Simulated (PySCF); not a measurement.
# F6W ([WF6]-): the cost of one run

Programs: PySCF 2.14.0, with routines of our own; each step states its level. All values are computed. Atoms count from 0.

### Step 1. The starting structure

7 atoms, charge -1, states of the metal's open shell are computed; geometry from: model geometry, bond lengths from ionic radii.

### Step 2. Ligand-field states: state-averaged CASSCF

What the job is given:

```
{"job": {"kind": "lf", "basis": {"metal": "x2c-TZVPall", "ligand": "x2c-SVPall"}, "nevpt": true}, "charge": -1, "metal": "W", "open_shell": "d1"}
W      0.000000     0.000000     0.000000
F      0.000000     0.000000     1.920000
F      0.000000     0.000000    -1.920000
F      1.920000     0.000000     0.000000
F     -1.920000     0.000000     0.000000
F      0.000000     1.920000     0.000000
F     -0.000000    -1.920000     0.000000
```

Method: state-averaged CASSCF of the metal d shell, SC-NEVPT2 on the averaged canonical orbitals, state-interaction spin-orbit coupling.

The run is started by

```
> OMP_NUM_THREADS=1 python lf_run.py task.json out
```

This one command runs all jobs of the session in turn.

Q: Estimate the wall time and peak memory of this first job on 1 thread of Arm Neoverse V2, shared host.

About 16 s, with a peak of 0.44 GiB.
